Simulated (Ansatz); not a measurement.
**C₂H₇FOSi₂: taking an electron away**

An exercise on one series of results from a longer session: the logs are not shown, and one member is left open.

Method: unrestricted cation, the program's frozen cores in correlated methods; program: Ansatz 0.2.0, Gaussian basis.

The runs, in order: UKS PBE-D4/def2-TZVPP; UKS r2SCAN-D4/def2-TZVPP; UKS PBE0-D4/def2-TZVPP; UKS B3LYP-D4/def2-TZVPP; UKS wB97X-V/def2-TZVPP; UKS wB97M-V/def2-TZVPP; UKS B2PLYP/def2-TZVPP; UHF-CCSD(T)/def2-TZVPP; UHF-MP2/def2-QZVPP; extrapolation to the limit; then −ε(HOMO) from the neutral's earlier runs with LDA (SPW92), PBE-D4, revPBE-D4, BLYP-D4, r2SCAN-D4, B97M-V, PBE0-D4, B3LYP-D4, r2SCANh-D4, r2SCAN0-D4, HSE06-D4, BHLYP-D4, CAM-B3LYP-D4, LC-ωPBE, ωB97X-V, ωB97M-V.

1 further run of the same task is left out (it didn't finish).

### Structure used throughout

The geometry comes from an earlier relaxation with PBE0-D4 in a triple-zeta def2 set; it is a stationary point, not always the lowest conformer.

SMILES `C=C[SiH](F)O[SiH3]`, 13 atoms, charge 0, spin multiplicity 1.

Atoms are counted from 1 here; the program's logs count them from 0.

Bond lengths: C1–C2 1.330 Å, C1–H7 1.086 Å, C1–H8 1.086 Å, C2–Si3 1.841 Å, C2–H9 1.089 Å, Si3–F4 1.597 Å, Si3–O5 1.620 Å, Si3–H10 1.481 Å, O5–Si6 1.638 Å, Si6–H11 1.486 Å, Si6–H12 1.483 Å, Si6–H13 1.484 Å. Angles: C2–C1–H7 121.4°, C2–C1–H8 122.2°, H7–C1–H8 116.4°, C1–C2–Si3 122.6°, C1–C2–H9 118.5°, Si3–C2–H9 118.9°, C2–Si3–F4 109.2°, C2–Si3–O5 108.9°, C2–Si3–H10 113.6°, F4–Si3–O5 109.2°, F4–Si3–H10 105.8°, O5–Si3–H10 110.1°, Si3–O5–Si6 148.2°, O5–Si6–H11 110.1°, O5–Si6–H12 108.0°, O5–Si6–H13 109.8°, H11–Si6–H12 109.6°, H11–Si6–H13 109.5° and more.

The first run:

Contents of in.yaml:

```yaml
crystal:
  periodic: [false, false, false]
  atoms:
    - {symbol: C, position_ang: [-1.927034, -1.027937, 0.888532]}
    - {symbol: C, position_ang: [-1.641236, -1.052666, -0.410564]}
    - {symbol: Si, position_ang: [-0.120216, -0.282246, -1.106053]}
    - {symbol: F, position_ang: [-0.532123, 0.767416, -2.237321]}
    - {symbol: O, position_ang: [0.663351, 0.494673, 0.080354]}
    - {symbol: Si, position_ang: [2.004142, 1.297596, 0.571391]}
    - {symbol: H, position_ang: [-1.274001, -0.535098, 1.602623]}
    - {symbol: H, position_ang: [-2.821639, -1.492285, 1.293638]}
    - {symbol: H, position_ang: [-2.328564, -1.561055, -1.084940]}
    - {symbol: H, position_ang: [0.785920, -1.250162, -1.766122]}
    - {symbol: H, position_ang: [3.206850, 0.744981, -0.104168]}
    - {symbol: H, position_ang: [2.131473, 1.122210, 2.038604]}
    - {symbol: H, position_ang: [1.873375, 2.739771, 0.248826]}
basis:
  gaussian: {orbitals: def2-TZVPP}
total_charge: 1
magnetization: {spin_polarized: true, initial_magnetization: 1}
hamiltonian: {xc: pbe, dispersion: d4}
```

Among the steps run: Cation, UKS PBE-D4/def2-TZVPP; Cation, UKS r2SCAN-D4/def2-TZVPP; Cation, UKS PBE0-D4/def2-TZVPP; Cation, UKS B3LYP-D4/def2-TZVPP; Cation, UKS wB97X-V/def2-TZVPP; Cation, UKS wB97M-V/def2-TZVPP; Cation, UKS B2PLYP (frozen core)/def2-TZVPP; Cation, UHF-CCSD(T)/def2-TZVPP; Cation, UHF-MP2/def2-QZVPP.

One of the session's tables, all rows but one given; the rest of the session is left out.

It belongs to the step «Ionisation energies side by side». For comparison, −ε(HOMO) of the neutral from earlier runs:

```
  functional  −ε(HOMO) (eV)
 LDA (SPW92)           7.38
      PBE-D4           7.22
   revPBE-D4              ?
     BLYP-D4           7.03
   r2SCAN-D4           7.44
      B97M-V           7.46
     PBE0-D4           8.35
    B3LYP-D4           8.10
  r2SCANh-D4           7.87
  r2SCAN0-D4           8.51
    HSE06-D4           7.95
    BHLYP-D4           9.29
CAM-B3LYP-D4           9.68
     LC-ωPBE          11.13
     ωB97X-V          10.71
     ωB97M-V          10.62
```

Q: Estimate the row for revPBE-D4 from the others.

As computed: −ε(HOMO) (eV): 7.15. In the column «−ε(HOMO) (eV)» it lies between BLYP-D4 (7.03) and PBE-D4 (7.22).
